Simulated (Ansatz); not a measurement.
# CH9BSSi2: geometry optimisation in Python

A script is to give a geometry optimisation; the system is CH9BSSi2. SMILES: [SiH3]BCS[SiH3].

Computed with Ansatz 0.2.0 through its Python package. Level of theory: B3LYP+D4/cc-pVDZ.

Bond lengths: Si1–B2 1.908 Å, B2–C3 1.570 Å, C3–S4 1.778 Å, S4–Si5 2.110 Å, Si1–H6 1.487 Å, Si1–H7 1.511 Å, Si1–H8 1.411 Å, B2–H9 1.204 Å, C3–H10 1.137 Å, C3–H11 1.139 Å, Si5–H12 1.491 Å, Si5–H13 1.444 Å, Si5–H14 1.434 Å. Angles (14 of 22 angles, heavy atoms first): Si1–B2–C3 118.8°, B2–C3–S4 113.2°, C3–S4–Si5 97.9°, Si1–B2–H9 120.0°, C3–B2–H9 120.9°, B2–Si1–H6 110.4°, B2–Si1–H7 107.6°, B2–Si1–H8 111.3°, B2–C3–H10 108.3°, B2–C3–H11 108.4°, S4–C3–H10 108.6°, S4–C3–H11 112.0°, S4–Si5–H12 109.7°, S4–Si5–H13 105.8°.

Input file ch9bssi2.xyz:

```xyz
14

Si   -2.18300    1.05390    1.09490
B    -0.41820    1.50210    0.52390
C     0.56640    0.34420    0.12990
S     0.10610   -0.48440   -1.37440
Si    1.66390   -1.90730   -1.41070
H    -2.43920    1.59440    2.45590
H    -3.15290    1.76780    0.18260
H    -2.40570   -0.33820    1.02570
H    -0.04090    2.64390    0.57620
H     1.60420    0.78850   -0.00470
H     0.64280   -0.37770    1.00790
H     1.65770   -2.69150   -0.14220
H     2.88790   -1.14630   -1.49870
H     1.49790   -2.77880   -2.53750
```

The structure above is the start of the run; the results belong to its end.

```
                    quantity           value
                total energy  -28452.3614 eV
               dipole moment          1.85 D
     moves of the relaxation              37
               energy gained        0.535 eV
last largest force component     0.0079 eV/Å
```

The relaxation took 37 moves; the largest shift is 1.204 Å, of atom 9 (H). So large a move can change the bonding: the results belong to the relaxed structure. What to keep in mind:
- The end point is the stationary point reached from this start; no frequency run checks that it is a minimum, and the basis set is modest.
- Total less reference energy is the dispersion correction.
- b3lyp holds the VWN-RPA fit, as in Gaussian; the form of ORCA and Turbomole is b3lyp5.

Q: Write a script for Ansatz's Python package that leads to these results.

The script that was run; other settings give nearby values:

opt.py reads:

```python
'''Minimum-energy structure of CH9BSSi2.'''

import itertools

import ansatz as az
from ase.data import atomic_numbers, covalent_radii
import numpy as np


def main() -> None:
    ch9bssi2 = az.Crystal.molecule_from_extxyz('ch9bssi2.xyz')

    model = ch9bssi2.calculation()
    model = model.basis(gaussian='cc-pVDZ').functional('b3lyp', dispersion='d4')
    model = model.scf(lower_state_search='off')
    symbols = [site.symbol for site in ch9bssi2.cartesian_sites]
    start = np.array([site.position_ang for site in ch9bssi2.cartesian_sites], dtype=float)
    def progress(event):
        if event['event'] == 'relax_step':
            row = event['data']
            print(f'step {row["step"]:3d}  E = {row["lagrangian_ev"]:.6f} eV  largest force component {row["allowed_force_max_ev_ang"]:.4f} eV/A')


    report = model.relax(force_tolerance=0.01).session().plan().execute(on_event=progress).report
    end = np.array(report['positions_ang'])

    print('reference energy %16.6f eV' % report['reference_energy_ev'])
    print('total energy     %16.6f eV' % report['free_energy_ev'])
    print('occupied orbitals outside the frozen core (up, down):', report['n_occupied'], ' frozen:', report['n_frozen'], ' virtual:', report['n_virtual'])

    # pairs closer than 1.2 times the sum of covalent radii, before or after
    radius = [covalent_radii[atomic_numbers[s]] for s in symbols]
    span = lambda where, i, j: np.linalg.norm(where[i] - where[j])
    bonded = [(i, j) for i, j in itertools.combinations(range(len(symbols)), 2) if min(span(start, i, j), span(end, i, j)) < 1.2 * (radius[i] + radius[j])]
    print('pair        before    after (A)')
    for i, j in bonded:
        print(f'{symbols[i]}{i}-{symbols[j]}{j}'.ljust(10), f'{span(start, i, j):8.4f} {span(end, i, j):8.4f}')
    for first, second in list(itertools.combinations(bonded, 2)):
        shared = set(first) & set(second)
        if shared and symbols[(j := shared.pop())] != 'H':
            i, k = sorted((set(first) | set(second)) - {j})
            u, v = end[i] - end[j], end[k] - end[j]
            angle = np.degrees(np.arccos(np.clip(u @ v / np.linalg.norm(u) / np.linalg.norm(v), -1, 1)))
            print(f'final angle {symbols[i]}{i}-{symbols[j]}{j}-{symbols[k]}{k}: {angle:.2f} deg')


if __name__ == '__main__':
    main()
```

The run is started by

```console
$ python opt.py
```
